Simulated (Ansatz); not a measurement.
# SiGe− (quartet): RPA-PBE over vertical spin and charge gaps, aug-cc-pVTZ

Aim: run SiGe− (quartet) with these functionals over vertical spin and charge gaps, and hold them against the top wave-function level at the same points.

Program: Ansatz 0.2.0, Gaussian basis. Level of theory: aug-cc-pVTZ, all electrons in the functionals, frozen cores in the correlation of double hybrids and RPA. These are calculated values, not measurements.

To be run: RPA-PBE, at charge -1, quartet; charge -1, doublet; charge -1, sextet; charge 0, triplet; charge 0, quintet.

5 further runs of the same task are left out: 5 set aside as unsound or not needed.

### 1 What is computed

The geometry is a PBE0/def2-TZVPD stationary point (not a proven minimum). No spin-orbit coupling is included. The filled d shell of Ge may be among the frozen orbitals whatever the setting's name suggests; the logs give the count.

2 atoms, charge -1, spin multiplicity 4.

Atoms are counted from 1 here; the program's logs count them from 0.

Bond lengths: Si1–Ge2 2.463 Å.

Coordinates:

```xyz
2

Si    0.0000    0.0000    0.0000
Ge    0.0000    0.0000    2.4635
```

No dispersion term is added.

The geometry shown and the zero of energy belong to the point charge -1, quartet. The yardstick, UCCSDT(Q), and other wave-function levels (R restricted, U unrestricted, valence and pair active spaces) come from earlier runs.

### 2 RPA-PBE, charge -1, quartet

in.yaml

```yaml
crystal:
  periodic: [false, false, false]
  atoms:
    - {symbol: Si, position_ang: [0.000000, 0.000000, 0.000000]}
    - {symbol: Ge, position_ang: [0.000000, 0.000000, 2.463500]}
basis:
  gaussian: {orbitals: aug-cc-pVTZ}
total_charge: -1
magnetization: {spin_polarized: true, initial_magnetization: 3}
hamiltonian: {xc: {name: PBE}}
correlation: {method: rpa, electrons: outside_noble_gas}
```

Run with:

```console
ansatz run in.yaml --threads 2 --pin off --events-out ev --progress --plain --max-ram 16896MiB --backend cuda --devices 0, --max-vram 18GiB
```

Standard output:

```text
Functional definition: PBE
  name "PBE"
  cite "Perdew, Burke & Ernzerhof, Phys. Rev. Lett. 77, 3865 (1996) doi:10.1103/PhysRevLett.77.3865"
  parent pbe
  parameter kappa = 0.804
  parameter beta = 0.06672455060314922
  exchange = pbe_x(kappa = kappa, mu = beta*pi^2/3)
  correlation = pbe_c(beta = beta)
671 factors; integrals over basis functions are off by at most 1.0e-3 eV
mean field evaluation 1: about -64381.9993 eV, gradient 1.5e1 eV
mean field evaluation 2: about -64381.9970 eV, gradient 1.5e1 eV
mean field evaluation 4: about -64382.3633 eV, gradient 4.1e0 eV
mean field evaluation 8: about -64382.5420 eV, gradient 5.6e-2 eV
mean field evaluation 16: about -64382.5420 eV, gradient 2.7e-5 eV
mean field evaluation 32: about -64382.5443 eV, gradient 5.6e-2 eV
mean field evaluation 64: about -64382.5163 eV, gradient 3.6e-1 eV
mean field evaluation 96: about -64382.5359 eV, gradient 2.1e-1 eV
mean field evaluation 128: about -64382.5402 eV, gradient 5.3e-2 eV
mean field evaluation 160: about -64382.0013 eV, gradient 2.5e-1 eV
mean field -64382.54198627 eV, -2366.0147779410 hartree, gradient 6.0e-6 eV, S^2 3.758904; 12 other end points of the search recorded, 0 dependent functions left out
19 core orbitals not correlated: weight in the atoms' cores, before any rotation towards them, 0.999 or more for the frozen orbitals, at most 0.000 for the correlated occupied ones
reference -64334.78519782 eV, -2364.2597483362 hartree; 6, 3 occupied and 84, 87 virtual orbitals, 671 factors
Total energy: -64343.99529908 eV, -2364.5982133147 hartree
```

Wall time 7.5 s (1 × H100 (card shared with other runs) with 2 threads of AMD EPYC 7R13, shared host); peak host memory 0.89 GiB.

From the report: ⟨S²⟩ of the determinant 3.759 (pure quartet: 3.75).

### 3 RPA-PBE, charge -1, doublet

Edit in.yaml of step 2 so:

```diff
@@ -8,3 +8,3 @@
 total_charge: -1
-magnetization: {spin_polarized: true, initial_magnetization: 3}
+magnetization: {spin_polarized: true, initial_magnetization: 1}
 hamiltonian: {xc: {name: PBE}}
```

Launched as before.

Standard output, shortened:

```text
Functional definition: PBE
  name "PBE"
  cite "Perdew, Burke & Ernzerhof, Phys. Rev. Lett. 77, 3865 (1996) doi:10.1103/PhysRevLett.77.3865"
  parent pbe
[...]
671 factors; integrals over basis functions are off by at most 1.0e-3 eV
[...]
mean field -64383.68417084 eV, -2366.0567524496 hartree, gradient 3.7e-6 eV, S^2 0.753710; 12 other end points of the search recorded, 0 dependent functions left out
19 core orbitals not correlated: weight in the atoms' cores, before any rotation towards them, 0.999 or more for the frozen orbitals, at most 0.000 for the correlated occupied ones
reference -64334.88403896 eV, -2364.2633806812 hartree; 5, 4 occupied and 85, 86 virtual orbitals, 671 factors
Total energy: -64345.17799924 eV, -2364.6416767440 hartree
```

Run time: 8 s. Hardware: 1 × H100 (card shared with other runs) with 2 threads of AMD EPYC 7R13, shared host; peak host memory 0.89 GiB.

From the report: ⟨S²⟩ of the determinant 0.754 (pure doublet: 0.75).

From charge -1, quartet: -1.183 eV.

### 4 RPA-PBE, charge -1, sextet

Edit in.yaml of step 3 so:

```diff
@@ -8,3 +8,3 @@
 total_charge: -1
-magnetization: {spin_polarized: true, initial_magnetization: 1}
+magnetization: {spin_polarized: true, initial_magnetization: 5}
 hamiltonian: {xc: {name: PBE}}
```

The command is unchanged.

Standard output, shortened:

```text
Functional definition: PBE
  name "PBE"
  cite "Perdew, Burke & Ernzerhof, Phys. Rev. Lett. 77, 3865 (1996) doi:10.1103/PhysRevLett.77.3865"
  parent pbe
[...]
671 factors; integrals over basis functions are off by at most 1.0e-3 eV
[...]
mean field -64381.53814115 eV, -2365.9778873133 hartree, gradient 5.4e-6 eV, S^2 8.751481; 5 other end points of the search recorded, 0 dependent functions left out
19 core orbitals not correlated: weight in the atoms' cores, before any rotation towards them, 0.999 or more for the frozen orbitals, at most 0.000 for the correlated occupied ones
reference -64334.62942265 eV, -2364.2540237045 hartree; 7, 2 occupied and 83, 88 virtual orbitals, 671 factors
Total energy: -64342.95362626 eV, -2364.5599325446 hartree
```

Run time: 12 s. Hardware: 1 × H100 (card shared with other runs) with 2 threads of AMD EPYC 7R13, shared host; peak host memory 0.89 GiB.

From the report: ⟨S²⟩ of the determinant 8.751 (pure sextet: 8.75).

From charge -1, quartet: +1.042 eV.

### 5 RPA-PBE, charge 0, triplet

Edit in.yaml of step 4 so:

```diff
@@ -7,4 +7,3 @@
   gaussian: {orbitals: aug-cc-pVTZ}
-total_charge: -1
-magnetization: {spin_polarized: true, initial_magnetization: 5}
+magnetization: {spin_polarized: true, initial_magnetization: 2}
 hamiltonian: {xc: {name: PBE}}
```

Same command.

Standard output, shortened:

```text
Functional definition: PBE
  name "PBE"
  cite "Perdew, Burke & Ernzerhof, Phys. Rev. Lett. 77, 3865 (1996) doi:10.1103/PhysRevLett.77.3865"
  parent pbe
[...]
671 factors; integrals over basis functions are off by at most 1.0e-3 eV
[...]
mean field -64381.83298563 eV, -2365.9887226480 hartree, gradient 4.6e-6 eV, S^2 2.004910; 9 other end points of the search recorded, 0 dependent functions left out
19 core orbitals not correlated: weight in the atoms' cores, before any rotation towards them, 0.999 or more for the frozen orbitals, at most 0.000 for the correlated occupied ones
reference -64334.18660275 eV, -2364.2377503732 hartree; 5, 3 occupied and 85, 87 virtual orbitals, 671 factors
Total energy: -64343.07893590 eV, -2364.5645375889 hartree
```

It took 7 s on 1 × H100 (card shared with other runs) with 2 threads of AMD EPYC 7R13, shared host; peak host memory 0.89 GiB.

From the report: ⟨S²⟩ of the determinant 2.005 (pure triplet: 2.00).

From charge -1, quartet: +0.916 eV.

### 6 RPA-PBE, charge 0, quintet

Edit in.yaml of step 5 so:

```diff
@@ -7,3 +7,3 @@
   gaussian: {orbitals: aug-cc-pVTZ}
-magnetization: {spin_polarized: true, initial_magnetization: 2}
+magnetization: {spin_polarized: true, initial_magnetization: 4}
 hamiltonian: {xc: {name: PBE}}
```

The command is unchanged.

Standard output, shortened:

```text
Functional definition: PBE
  name "PBE"
  cite "Perdew, Burke & Ernzerhof, Phys. Rev. Lett. 77, 3865 (1996) doi:10.1103/PhysRevLett.77.3865"
  parent pbe
[...]
671 factors; integrals over basis functions are off by at most 1.0e-3 eV
[...]
mean field -64380.55143404 eV, -2365.9416264959 hartree, gradient 6.7e-6 eV, S^2 6.001579; 2 other end points of the search recorded, 0 dependent functions left out
19 core orbitals not correlated: weight in the atoms' cores, before any rotation towards them, 0.999 or more for the frozen orbitals, at most 0.000 for the correlated occupied ones
reference -64333.76414141 eV, -2364.2222252053 hartree; 6, 2 occupied and 84, 88 virtual orbitals, 671 factors
Total energy: -64341.79511704 eV, -2364.5173581161 hartree
```

It took 6.5 s on 1 × H100 (card shared with other runs) with 2 threads of AMD EPYC 7R13, shared host; peak host memory 0.88 GiB.

From the report: ⟨S²⟩ of the determinant 6.002 (pure quintet: 6.00).

From charge -1, quartet: +2.200 eV.

### 7 Against the wave-function levels

The yardstick is UCCSDT(Q), where the cluster series has nearly closed. It comes from earlier runs at the same points. Energies in eV, counted from charge -1, quartet; blanks weren't run or aren't comparable.

```tsv
level	quartet to doublet	quartet to sextet	removing an electron (triplet)	removing an electron (quintet)
UCCSDT(Q)		0.836	0.720	1.922
RPA-PBE	-1.183	1.042	0.916	2.200
```

Largest miss and mean time a point (UCCSDT(Q) took 46 s a point; shared hosts):

```tsv
level	largest miss (eV)	where	time a point
RPA-PBE	+0.278	removing an electron (quintet)	8.2 s
```

### 8 Results

| quantity | value |
| --- | --- |
| quartet to sextet, UCCSDT(Q) | 0.836 eV |
| removing an electron (triplet), UCCSDT(Q) | 0.720 eV |
| removing an electron (quintet), UCCSDT(Q) | 1.922 eV |
| largest miss, RPA-PBE | +0.278 eV (removing an electron (quintet)) |

What this shows: Misses are known at 3 of 4 points at best, and only functionals with that many are ranked. RPA-PBE strays by up to 0.278 eV, at removing an electron (quintet). Functionals and the yardstick converge differently with the basis, so part of each miss in aug-cc-pVTZ is the basis.
